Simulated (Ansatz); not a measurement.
# Al2H5NSe, SMILES [NH2][Al]([AlH2])[SeH]: a single point in a Gaussian basis

Run with the Ansatz DFT code, driven from Python.

Script `al2h5nse_energy.py`:
```python
'''Single point of Al2H5NSe.'''

from dataclasses import dataclass

import ansatz as az
import numpy as np
import pandas as pd


@dataclass
class RunConfig:
    basis_set: str = 'cc-pVDZ'
    xc: str = 'pbe0'


settings = RunConfig()

al2h5nse = (
    az.Crystal.molecule()
    .atom('N', (-0.0277, 1.6814, -1.0055))
    .atom('Al', (-0.3388, 0.1398, 0.0183))
    .atom('Al', (1.3625, -1.6403, -0.0006))
    .atom('Se', (-2.2578, -0.1136, 1.3226))
    .atom('H', (-0.9383, 2.2953, -0.9253))
    .atom('H', (-0.0345, 1.4433, -2.0185))
    .atom('H', (2.749, -1.4612, -0.8533))
    .atom('H', (1.2163, -2.9482, 0.8735))
    .atom('H', (-1.6421, 0.5572, 2.5718))
)

model = (
    al2h5nse.calculation()
    .basis(gaussian=settings.basis_set)
    .functional(settings.xc)
    .forces()
)
print(model.to_yaml())
trace = []
outcome = model.session().plan().execute(on_event=trace.append)
data = outcome.report
for event in trace:
    if event['event'] == 'mean_field_evaluation' and event['data']['evaluation'] <= 25:
        print('pass {evaluation:3d}  E = {energy_ev:.6f} eV  gradient {gradient_ev:.1e}'.format(**event['data']))

print('reference energy %16.6f eV' % data['reference_energy_ev'])
print('total energy     %16.6f eV' % data['free_energy_ev'])
print('occupied (up, down):', data['n_occupied'], ' virtual:', data['n_virtual'], ' frozen:', data['n_frozen'])

symbols = [site.symbol for site in al2h5nse.cartesian_sites]
forces = np.array(data['forces_ev_ang'])
print('largest force', round(float(np.linalg.norm(forces, axis=1).max()), 4), 'eV/A, rms', round(float(np.sqrt((forces ** 2).mean())), 4))

charges = data['charge_distribution']
table = pd.DataFrame({'atom': symbols, 'mulliken': charges['mulliken_charges_e'], 'lowdin': charges['lowdin_charges_e']})
print(table.round(3).to_string())
print('dipole (e A):', np.round(charges['dipole_moment_e_ang'], 4) + 0.0)
```

`python al2h5nse_energy.py` gives:
```text
crystal:
  periodic: [false, false, false]
  atoms:
    - { symbol: "N", position_ang: [-0.0277, 1.6814, -1.0055] }
    - { symbol: Al, position_ang: [-0.3388, 0.1398, 0.0183] }
    - { symbol: Al, position_ang: [1.3625, -1.6403, -0.0006] }
    - { symbol: Se, position_ang: [-2.2578, -0.1136, 1.3226] }
    - { symbol: H, position_ang: [-0.9383, 2.2953, -0.9253] }
    - { symbol: H, position_ang: [-0.0345, 1.4433, -2.0185] }
    - { symbol: H, position_ang: [2.749, -1.4612, -0.8533] }
    - { symbol: H, position_ang: [1.2163, -2.9482, 0.8735] }
    - { symbol: H, position_ang: [-1.6421, 0.5572, 2.5718] }
basis:
  gaussian:
    orbitals: cc-pVDZ
hamiltonian:
  xc: pbe0
output:
  forces: true

pass   1  E = -80093.165876 eV  gradient 5.2e+01
pass   2  E = -80056.401176 eV  gradient 1.1e+02
pass   3  E = -80098.182529 eV  gradient 1.7e+01
pass   4  E = -80099.076291 eV  gradient 5.3e+00
pass   5  E = -80099.150197 eV  gradient 1.7e+00
pass   6  E = -80099.159176 eV  gradient 4.2e-01
pass   7  E = -80099.159509 eV  gradient 4.2e-01
pass   8  E = -80099.224625 eV  gradient 5.4e-01
pass   9  E = -80099.225705 eV  gradient 1.1e-01
pass  10  E = -80099.225748 eV  gradient 3.5e-02
pass  11  E = -80099.225752 eV  gradient 7.8e-03
pass  12  E = -80099.225754 eV  gradient 8.0e-03
pass  13  E = -80099.225754 eV  gradient 2.0e-03
pass  14  E = -80099.225754 eV  gradient 6.1e-04
pass  15  E = -80099.225754 eV  gradient 1.4e-04
pass  16  E = -80099.225754 eV  gradient 1.4e-04
pass  17  E = -80099.225754 eV  gradient 2.6e-05
pass  18  E = -80099.225754 eV  gradient 2.6e-05
reference energy    -80099.225791 eV
total energy        -80099.225791 eV
occupied (up, down): [36, 36]  virtual: [66, 66]  frozen: 0
largest force 3.0573 eV/A, rms 0.9359
  atom  mulliken  lowdin
0    N    -0.387   0.086
1   Al     0.314  -0.401
2   Al     0.172   0.149
3   Se    -0.247   0.190
4    H     0.133   0.050
5    H     0.117   0.017
6    H    -0.098  -0.064
7    H    -0.087  -0.061
8    H     0.084   0.033
dipole (e A): [-0.0818  0.1138 -0.1658]
```

Notes:
- Total energies depend on the basis set; only differences at equal settings carry meaning.
- The geometry is a force-field or estimated start, not a minimum of this method, and the basis set is short of its limit.
- The Löwdin charges here are taken after orthogonalising the functions within each atom; they differ from plain Löwdin charges, and their signs can be unphysical.
- Early passes use coarser integrals and grids, so their energies can't be compared with the last.
- Wall time of the script: 7.1 s on 1 thread of Arm Neoverse V1, with other jobs on the host, peak memory 0.34 GiB.

(A comment or docstring line of the script was reworded after the run, the code is as it ran; lines on the test bed's own set-up are left out of the output.)
